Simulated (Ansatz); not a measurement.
# TaRu: the cost of one run

Program: Ansatz 0.2.0. Level of theory: DFT LDA, scalar-relativistic, plane waves, PAW. These are calculated values, not measurements.

2 further runs of the same task are left out: 1 that didn't finish, 1 set aside as unsound or not needed.

## (1) The starting structure

The structure is tetragonal, space group P4/mmm (No. 123). Conventional cell: a = 3.053 Å, b = 3.053 Å, c = 3.389 Å, α = 90.00°, β = 90.00°, γ = 90.00°. Ta (site symmetry 4/mmm) is surrounded by 8 Ru at 2.74 Å and 4 Ta at 3.05 Å. Around Ru (site symmetry 4/mmm) lie 8 Ta at 2.74 Å and 4 Ru at 3.05 Å.

Structure file:

```xyz
2
Lattice="3.0530 0.0000 0.0000 0.0000 3.0530 0.0000 0.0000 0.0000 3.3890" Properties=species:S:1:pos:R:3 pbc="T T T"
Ta    1.5265    1.5265    1.6945
Ru    0.0000    0.0000    0.0000
```

The structure comes from the Crystallography Open Database.

## (2) Quick check of gap, pressure and forces

input.yaml

```yaml
crystal:
  lattice:
    - [3.053, 0.0, 0.0]
    - [0.0, 3.053, 0.0]
    - [0.0, 0.0, 3.389]
  atoms:
    - { symbol: Ta, position: [0.5, 0.5, 0.5] }
    - { symbol: Ru, position: [0.0, 0.0, 0.0] }
basis:
  ecutwfc: 420
kpoints:
  mp_grid: { grid: [6, 6, 6] }
hamiltonian:
  xc: lda
scf:
  occupations: { method: gaussian, width: 0.1 }
output:
  forces: true
  stress: true
  eigenvalues: true
```

The run is started by

```
$ ansatz run input.yaml --threads 1 --pin off --max-ram 1228MiB --backend cpu --events-out ev --progress --plain --runs-dir out
```

Q: Estimate wall time and peak memory on 1 thread of an x86-64 CPU, shared host.

About 2 s, with a peak of 0.36 GiB.
